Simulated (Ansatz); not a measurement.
Zr2H3Pd in Ansatz: convergence with xc grid

Input of the first run (xc grid 1); the others differ in this setting and in those tied to it:

File input.yaml:

```yaml
crystal:
  lattice:
    - [-1.603393, 1.603393, 6.70001]
    - [1.603393, -1.603393, 6.70001]
    - [1.603393, 1.603393, -6.70001]
  atoms:
    - { symbol: Pd, position: [-0.008783, 0.002749, 4.7e-05] }
    - { symbol: Zr, position: [0.352981, 0.363227, 0.009649] }
    - { symbol: Zr, position: [0.661468, 0.628072, -0.000701] }
    - { symbol: H, position: [0.241134, 0.736914, 0.480168] }
    - { symbol: H, position: [0.731933, 0.23929, 0.468661] }
    - { symbol: H, position: [0.496636, 0.521063, 0.015948] }
hamiltonian:
  xc: pbe
  pseudopotentials: { kind: paw, source: jth }
kpoints:
  mp_grid: { grid: [6, 6, 8] }
scf:
  occupations: { method: fermi_dirac, width: 0.1 }
output:
  forces: true
  stress: true
  eigenvalues: true
basis:
  xc_grid: 1
```

Potentials or basis: JTH PAW.

Run with:

```bash
$ ansatz run input.yaml --threads 2 --pin off --max-ram 5632MiB --backend cpu --events-out ev --progress --plain --runs-dir out
```

The cell isn't the ideal one: atoms moved at random, drawn with an rms of 0.05 Å.

The cell comes from a database or a generator and needn't be the stable form of this composition.

Hardware: 2 threads of Arm Neoverse V1, on a shared host.

| xc grid | energy less the tightest run, at zero smearing (meV/atom) | SCF cycles | CPU time (s) | peak memory (GiB) |
| --- | --- | --- | --- | --- |
| 1 | -0.01 | 10 | 140 | 1.1 |
| 2 | 0.00 | 10 | 140 | 1.1 |
| 3 | 0.00 | 10 | 140 | 1.1 |
| 4 | 0.00 | 10 | 140 | 1.3 |
| 5 | 0.00 | 10 | 140 | 1.5 |

Against the tightest run, the energy stays within 1 meV/atom from 1 on. The tightest run that finished is the yardstick and may itself not be fully converged.
